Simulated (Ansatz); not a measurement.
# C2H11N3Si: one species, many methods

One table from this session's results is given with a row withheld; the runs are named, their logs left out.

Program: Ansatz 0.2.0, Gaussian basis. Level of theory: functionals in def2-TZVPP, the program's frozen cores in correlated methods. These are calculated values, not measurements.

Plan: LDA (SPW92), PBE-D4, revPBE-D4, BLYP-D4, r2SCAN-D4, B97M-V, PBE0-D4, B3LYP-D4, r2SCANh-D4, r2SCAN0-D4, HSE06-D4, BHLYP-D4, CAM-B3LYP-D4, LC-ωPBE, ωB97X-V, ωB97M-V, B2PLYP, PBE-QIDH; CCSD(T)/def2-SVP; MP2/def2-TZVPP; MP2/def2-QZVPP; RPA on PBE.

## Structure used throughout

The geometry comes from an earlier relaxation with PBE0-D4 in a triple-zeta def2 set; it is a stationary point, not always the lowest conformer.

SMILES `CC[Si](N)(N)N`, 17 atoms, charge 0, spin multiplicity 1.

Atoms are counted from 1 here; the program's logs count them from 0.

Bond lengths: C1–C2 1.526 Å, C1–H7 1.094 Å, C1–H8 1.093 Å, C1–H9 1.093 Å, C2–Si3 1.875 Å, C2–H10 1.096 Å, C2–H11 1.098 Å, Si3–N4 1.723 Å, Si3–N5 1.722 Å, Si3–N6 1.715 Å, N4–H12 1.007 Å, N4–H13 1.007 Å, N5–H14 1.007 Å, N5–H15 1.007 Å, N6–H16 1.006 Å, N6–H17 1.006 Å. Angles: C2–C1–H7 111.0°, C2–C1–H8 112.0°, C2–C1–H9 111.4°, H7–C1–H8 107.4°, H7–C1–H9 107.0°, H8–C1–H9 107.8°, C1–C2–Si3 114.1°, C1–C2–H10 110.2°, C1–C2–H11 110.0°, Si3–C2–H10 107.8°, Si3–C2–H11 108.8°, H10–C2–H11 105.6°, C2–Si3–N4 105.7°, C2–Si3–N5 105.2°, C2–Si3–N6 118.8°, N4–Si3–N5 121.4°, N4–Si3–N6 102.9°, N5–Si3–N6 103.7° and more.

The first run:

Input file in.yaml:

```yaml
crystal:
  periodic: [false, false, false]
  atoms:
    - {symbol: C, position_ang: [1.225411, -1.780786, 0.045989]}
    - {symbol: C, position_ang: [0.659049, -0.694750, -0.864263]}
    - {symbol: Si, position_ang: [-0.416623, 0.560814, 0.020768]}
    - {symbol: N, position_ang: [0.608004, 1.316625, 1.181192]}
    - {symbol: N, position_ang: [-1.177906, 1.466569, -1.230376]}
    - {symbol: N, position_ang: [-1.727998, 0.000935, 0.973496]}
    - {symbol: H, position_ang: [0.422707, -2.343417, 0.530663]}
    - {symbol: H, position_ang: [1.840755, -2.497180, -0.505114]}
    - {symbol: H, position_ang: [1.841289, -1.353312, 0.840798]}
    - {symbol: H, position_ang: [0.059385, -1.144918, -1.663058]}
    - {symbol: H, position_ang: [1.476878, -0.165445, -1.370820]}
    - {symbol: H, position_ang: [1.557671, 1.552508, 0.944101]}
    - {symbol: H, position_ang: [0.223992, 1.981908, 1.832893]}
    - {symbol: H, position_ang: [-0.686214, 1.649860, -2.089645]}
    - {symbol: H, position_ang: [-1.796958, 2.227624, -1.001010]}
    - {symbol: H, position_ang: [-2.565555, -0.338436, 0.531786]}
    - {symbol: H, position_ang: [-1.562888, -0.438999, 1.862901]}
basis:
  gaussian: {orbitals: def2-TZVPP}
hamiltonian: {xc: lda}
output: {orbitals: {seedname: orbitals}}
```

Run with:

```sh
ansatz run in.yaml --threads 8 --pin off --events-out ev --progress --plain --max-ram 18278MiB
```

Among the steps run: LDA; PBE-D4 (GGA); revPBE-D4 (GGA); BLYP-D4 (GGA); r2SCAN-D4 (meta-GGA); B97M-V (meta-GGA); B3LYP-D4 (hybrid); r2SCANh-D4 (hybrid); r2SCAN0-D4 (hybrid); HSE06-D4 (hybrid); BHLYP-D4 (hybrid); CAM-B3LYP-D4 (range-separated); LC-ωPBE (range-separated); ωB97X-V (range-separated); ωB97M-V (range-separated); B2PLYP (double hybrid); PBE-QIDH (double hybrid).

One of the session's tables, all rows but one given; the rest of the session is left out.

It belongs to the step «Frontier levels by functional». 

| functional | HOMO (eV) | LUMO (eV) | gap (eV) |
| --- | --- | --- | --- |
| LDA (SPW92) | -5.45 | -0.12 | 5.33 |
| PBE-D4 | -5.27 | 0.02 | 5.29 |
| revPBE-D4 | -5.20 | 0.10 | 5.31 |
| BLYP-D4 | -5.16 | 0.00 | 5.16 |
| r2SCAN-D4 | -5.57 | 0.73 | 6.31 |
| B97M-V | -5.67 | 0.16 | 5.83 |
| PBE0-D4 | -6.72 | 0.81 | 7.53 |
| B3LYP-D4 | -6.48 | 0.47 | 6.95 |
| r2SCANh-D4 | -6.12 | 0.96 | 7.07 |
| r2SCAN0-D4 | -6.94 | 1.28 | 8.21 |
| HSE06-D4 | -6.31 | 0.45 | 6.76 |
| BHLYP-D4 | ? | ? | ? |
| CAM-B3LYP-D4 | -8.17 | 1.54 | 9.72 |
| LC-ωPBE | -9.59 | 2.86 | 12.45 |
| ωB97X-V | -9.21 | 2.61 | 11.82 |
| ωB97M-V | -9.12 | 2.16 | 11.28 |

**Question.** Estimate the row for BHLYP-D4.

Worked estimate for «HOMO (eV)». Against the share of exact exchange, BLYP-D4 (0, -5.16), B3LYP-D4 (0.2, -6.48) give a slope of -6.60 per unit share; at 0.5 the line stands at -8.46.

As computed: HOMO (eV): -8.09; LUMO (eV): 1.39; gap (eV): 9.48. In «HOMO (eV)» the line misses by -0.37.
